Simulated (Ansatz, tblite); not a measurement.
**Trans-Ti(PH3)2Br4 (Br4H6P2Ti): rung by rung**

The task here is to estimate one member of a computed series from the others.

The runs use Ansatz 0.2.0, Gaussian basis; as each input shows.

Plan: GFN1-xTB, GFN2-xTB, PBE-D4/def2-TZVP, r2SCAN-D4/def2-TZVP, B97M-V/def2-TZVP, PBE-D4/def2-SVP, PBE0-D4/def2-SVP, HF/STO-3G, MP2/def2-SVP, RPA/def2-SVP.

5 further runs of the same task are left out: 4 that didn't finish, 1 set aside as unsound or not needed.

## The relaxed structure

The singlet was relaxed beforehand with PBE-D4/def2-SVP.

13 atoms, charge 0, spin multiplicity 1.

Bond lengths: Br1–Ti7 2.452 Å, Br2–Ti7 2.431 Å, Br3–Ti7 2.450 Å, Br4–Ti7 2.431 Å, P5–Ti7 2.598 Å, P5–H8 1.428 Å, P5–H9 1.428 Å, P5–H10 1.431 Å, P6–Ti7 2.598 Å, P6–H11 1.429 Å, P6–H12 1.428 Å, P6–H13 1.430 Å. Angles: Ti7–P5–H8 116.5°, Ti7–P5–H9 117.0°, Ti7–P5–H10 121.8°, H8–P5–H9 99.0°, H8–P5–H10 99.0°, H9–P5–H10 99.4°, Ti7–P6–H11 116.6°, Ti7–P6–H12 117.3°, Ti7–P6–H13 121.5°, H11–P6–H12 98.9°, H11–P6–H13 98.9°, H12–P6–H13 99.6°, Br1–Ti7–Br2 168.5°, Br1–Ti7–Br3 89.6°, Br1–Ti7–Br4 90.5°, Br1–Ti7–P5 81.2°, Br1–Ti7–P6 98.5°, Br2–Ti7–Br3 90.8° and more.

No spin-orbit coupling is included.

PBE0-D4/def2-TZVP was run before; its log isn't repeated, and its numbers join the tables.

The first run:

Tight binding, by tblite at 300 K electronic temperature and without a spin-polarisation term:

```python
tblite.interface.Calculator('GFN1-xTB', numbers, positions, charge=0, uhf=0).singlepoint()
```

Tight binding, by tblite at 300 K electronic temperature and without a spin-polarisation term:

```python
tblite.interface.Calculator('GFN2-xTB', numbers, positions, charge=0, uhf=0).singlepoint()
```

start.molden holds the orbitals of an earlier run on this state, given as this run's starting guess.

in.yaml

```yaml
crystal:
  periodic: [false, false, false]
  atoms:
    - {symbol: Br, position_ang: [2.402811, -0.004071, 0.356501]}
    - {symbol: Br, position_ang: [-2.450806, -0.006971, 0.127746]}
    - {symbol: Br, position_ang: [0.016018, 2.400722, -0.311201]}
    - {symbol: Br, position_ang: [0.007949, -2.454453, -0.171234]}
    - {symbol: P, position_ang: [-0.004871, -0.033809, 2.597384]}
    - {symbol: P, position_ang: [-0.028048, 0.015796, -2.597710]}
    - {symbol: Ti, position_ang: [-0.023288, -0.029519, -0.000515]}
    - {symbol: H, position_ang: [0.520135, 1.132111, 3.233920]}
    - {symbol: H, position_ang: [0.803958, -1.020529, 3.238404]}
    - {symbol: H, position_ang: [-1.206223, -0.184174, 3.359561]}
    - {symbol: H, position_ang: [1.180232, 0.439429, -3.232226]}
    - {symbol: H, position_ang: [-0.938738, 0.910928, -3.236306]}
    - {symbol: H, position_ang: [-0.279128, -1.165464, -3.364322]}
basis:
  gaussian: {orbitals: def2-TZVP, initial_orbitals: start.molden}
hamiltonian: {xc: pbe, dispersion: d4}
scf: {omitted_lower_state_checks: [starts]}
output: {forces: true, orbitals: {seedname: orbitals}}
```

On the command line:

```
> ansatz run in.yaml --threads 4 --pin off --events-out ev --progress --plain --max-ram 4787MiB
```

Among the steps run: PBE-D4/def2-TZVP; r2SCAN-D4/def2-TZVP; B97M-V/def2-TZVP; PBE-D4/def2-SVP; PBE0-D4/def2-SVP; HF/STO-3G; MP2/def2-SVP; RPA/def2-SVP.

One of the session's tables, all rows but one given; the rest of the session is left out.

It belongs to the step «Binding energy». 

| level | binding an atom (eV) |
| --- | --- |
| HF/STO-3G | 3.221 |
| HF/def2-SVP | ? |
| PBE-D4/def2-SVP | 2.976 |
| B97M-V/def2-TZVP | 2.888 |
| PBE0-D4/def2-SVP | 2.841 |
| PBE0-D4/def2-TZVP | 2.846 |
| MP2/def2-SVP | 2.680 |

Estimate the missing values for HF/def2-SVP.

**Answer.** binding an atom (eV): 1.768. In the column «binding an atom (eV)» it is the lowest.

Limits of these values: Free atoms were run apart at each level; binding is atoms less cluster, divided by the number of atoms, without zero-point or spin-orbit terms.
